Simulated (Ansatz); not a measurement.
HPbNO4:

```
CELL_PARAMETERS angstrom
4.27531 -0.00040 0.00636
-2.08399 5.20775 -0.04907
-2.12377 -1.86574 4.91491
ATOMIC_POSITIONS crystal
H 0.99073 0.03330 0.90994
Pb 0.50274 0.81989 0.14287
N 0.00838 0.47408 0.50265
O 0.99816 0.92741 0.02877
O 0.19467 0.73435 0.60852
O 0.81673 0.35882 0.24556
O 0.01381 0.33121 0.65217
```

The cell was built by a generator and needn't be a form met in nature.

Base run:

```yaml
Program: Ansatz 0.2.0
Functional: RPBE
Potentials_or_basis: Ansatz PAW
Cutoff: "420 eV (not typed: the program's choice for these potentials)"
k_mesh: 8 × 6 × 6
Occupations: fermi-dirac, width 0.05 eV
Spin: no spin polarisation
```

Its results: band gap on the k mesh 2.86 eV, indirect (least direct gap 3.19 eV); pressure 2.4 GPa; largest force 0.327 eV/Å.

Task: After a change of settings the same cell gave: band gap on the k mesh 2.86 eV, indirect (least direct gap 3.19 eV); pressure 1.9 GPa; largest force 0.226 eV/Å. Which change was it?
A. functional from RPBE to revPBE
B. functional from RPBE to r2SCAN; cutoff from 420 eV (not typed: the program's choice for these potentials) to 500 eV (not typed: the program's choice for these potentials)
C. functional from RPBE to LDA
D. functional from RPBE to PBEsol

Result: A.

Caveats: spin-orbit coupling is left out, which as a rule narrows the gap of such compounds by several tenths of an eV; the PAW data sets come from PBE, with cores solved anew for the run's functional, which leaves a small shift of forces and pressure.

Runs at the PBE level aren't shown here.
